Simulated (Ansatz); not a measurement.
# Sc5Al11N16 (wurtzite Al11Sc5N16): the cost of one run

Method: DFT PBE, scalar-relativistic, plane waves, PAW, in Ansatz 0.2.0.

**1. The structure to begin with**

The structure is triclinic, space group P1 (No. 1). The conventional cell has a = 6.440 Å, b = 6.440 Å, c = 10.000 Å, α = 90.00°, β = 90.00°, γ = 120.00°. Al (site symmetry 1) has 4 N at 1.91 to 1.95 Å as nearest neighbours. Only part of the 32 independent sites is listed.

As a file:

```cif
data_structure
_symmetry_space_group_name_H-M 'P1'
_symmetry_Int_Tables_number 1
_cell_length_a 6.4400
_cell_length_b 6.4400
_cell_length_c 10.0000
_cell_angle_alpha 90.000
_cell_angle_beta 90.000
_cell_angle_gamma 120.000
_cell_volume 359.17
loop_
_atom_site_label
_atom_site_type_symbol
_atom_site_symmetry_multiplicity
_atom_site_Wyckoff_symbol
_atom_site_fract_x
_atom_site_fract_y
_atom_site_fract_z
_atom_site_occupancy
Al1 Al 1 a 0.16667 0.33333 0.50000 1
Al2 Al 1 a 0.16667 0.83333 0.00000 1
Al3 Al 1 a 0.33333 0.66667 0.25000 1
Al4 Al 1 a 0.16667 0.83333 0.50000 1
Al5 Al 1 a 0.33333 0.66667 0.75000 1
Al6 Al 1 a 0.66667 0.33333 0.00000 1
Al7 Al 1 a 0.66667 0.33333 0.50000 1
Al8 Al 1 a 0.83333 0.16667 0.75000 1
Al9 Al 1 a 0.83333 0.66667 0.25000 1
Al10 Al 1 a 0.66667 0.83333 0.50000 1
Al11 Al 1 a 0.83333 0.66667 0.75000 1
Sc1 Sc 1 a 0.16667 0.33333 0.00000 1
Sc2 Sc 1 a 0.33333 0.16667 0.25000 1
Sc3 Sc 1 a 0.33333 0.16667 0.75000 1
Sc4 Sc 1 a 0.83333 0.16667 0.25000 1
Sc5 Sc 1 a 0.66667 0.83333 0.00000 1
N1 N 1 a 0.16667 0.33333 0.19100 1
N2 N 1 a 0.33333 0.16667 0.44100 1
N3 N 1 a 0.16667 0.33333 0.69100 1
N4 N 1 a 0.33333 0.16667 0.94100 1
N5 N 1 a 0.16667 0.83333 0.19100 1
N6 N 1 a 0.33333 0.66667 0.44100 1
N7 N 1 a 0.16667 0.83333 0.69100 1
N8 N 1 a 0.33333 0.66667 0.94100 1
N9 N 1 a 0.66667 0.33333 0.19100 1
N10 N 1 a 0.83333 0.16667 0.44100 1
N11 N 1 a 0.66667 0.33333 0.69100 1
N12 N 1 a 0.83333 0.16667 0.94100 1
N13 N 1 a 0.66667 0.83333 0.19100 1
N14 N 1 a 0.83333 0.66667 0.44100 1
N15 N 1 a 0.66667 0.83333 0.69100 1
N16 N 1 a 0.83333 0.66667 0.94100 1
```

**2. Relaxing cell and atoms: Sc5Al11N16 (wurtzite Al11Sc5N16), no spin**

input.yaml

```yaml
crystal:
  lattice:
    - [6.44, 0.0, 0.0]
    - [-3.22, 5.5772036004, 0.0]
    - [0.0, 0.0, 10.0]
  atoms:
    - { symbol: Al, position: [0.1666666667, 0.3333333333, 0.5] }
    - { symbol: Al, position: [0.1666666667, 0.8333333333, 0.0] }
    - { symbol: Al, position: [0.3333333333, 0.6666666667, 0.25] }
    - { symbol: Al, position: [0.1666666667, 0.8333333333, 0.5] }
    - { symbol: Al, position: [0.3333333333, 0.6666666667, 0.75] }
    - { symbol: Al, position: [0.6666666667, 0.3333333333, 0.0] }
    - { symbol: Al, position: [0.6666666667, 0.3333333333, 0.5] }
    - { symbol: Al, position: [0.8333333333, 0.1666666667, 0.75] }
    - { symbol: Al, position: [0.8333333333, 0.6666666667, 0.25] }
    - { symbol: Al, position: [0.6666666667, 0.8333333333, 0.5] }
    - { symbol: Al, position: [0.8333333333, 0.6666666667, 0.75] }
    - { symbol: Sc, position: [0.1666666667, 0.3333333333, 0.0] }
    - { symbol: Sc, position: [0.3333333333, 0.1666666667, 0.25] }
    - { symbol: Sc, position: [0.3333333333, 0.1666666667, 0.75] }
    - { symbol: Sc, position: [0.8333333333, 0.1666666667, 0.25] }
    - { symbol: Sc, position: [0.6666666667, 0.8333333333, 0.0] }
    - { symbol: "N", position: [0.1666666667, 0.3333333333, 0.191] }
    - { symbol: "N", position: [0.3333333333, 0.1666666667, 0.441] }
    - { symbol: "N", position: [0.1666666667, 0.3333333333, 0.691] }
    - { symbol: "N", position: [0.3333333333, 0.1666666667, 0.941] }
    - { symbol: "N", position: [0.1666666667, 0.8333333333, 0.191] }
    - { symbol: "N", position: [0.3333333333, 0.6666666667, 0.441] }
    - { symbol: "N", position: [0.1666666667, 0.8333333333, 0.691] }
    - { symbol: "N", position: [0.3333333333, 0.6666666667, 0.941] }
    - { symbol: "N", position: [0.6666666667, 0.3333333333, 0.191] }
    - { symbol: "N", position: [0.8333333333, 0.1666666667, 0.441] }
    - { symbol: "N", position: [0.6666666667, 0.3333333333, 0.691] }
    - { symbol: "N", position: [0.8333333333, 0.1666666667, 0.941] }
    - { symbol: "N", position: [0.6666666667, 0.8333333333, 0.191] }
    - { symbol: "N", position: [0.8333333333, 0.6666666667, 0.441] }
    - { symbol: "N", position: [0.6666666667, 0.8333333333, 0.691] }
    - { symbol: "N", position: [0.8333333333, 0.6666666667, 0.941] }
scf:
  occupations: { method: fixed }
output:
  forces: true
  stress: true
  eigenvalues: true
hamiltonian:
  xc: pbe
kpoints:
  mp_grid: { grid: [4, 4, 3] }
relax:
  f_tol: 0.01
  max_steps: 60
  cell: { stress_tol: 0.05 }
```

Started as:

```bash
$ ansatz run input.yaml --threads 8 --pin off --max-ram 20480MiB --backend cpu --events-out ev --progress --plain --runs-dir out
```

**Question.** How long does this run take on 8 threads of Arm Neoverse N1, shared host, and how much memory does it need?

About 6.7 min, with a peak of 2.4 GiB.
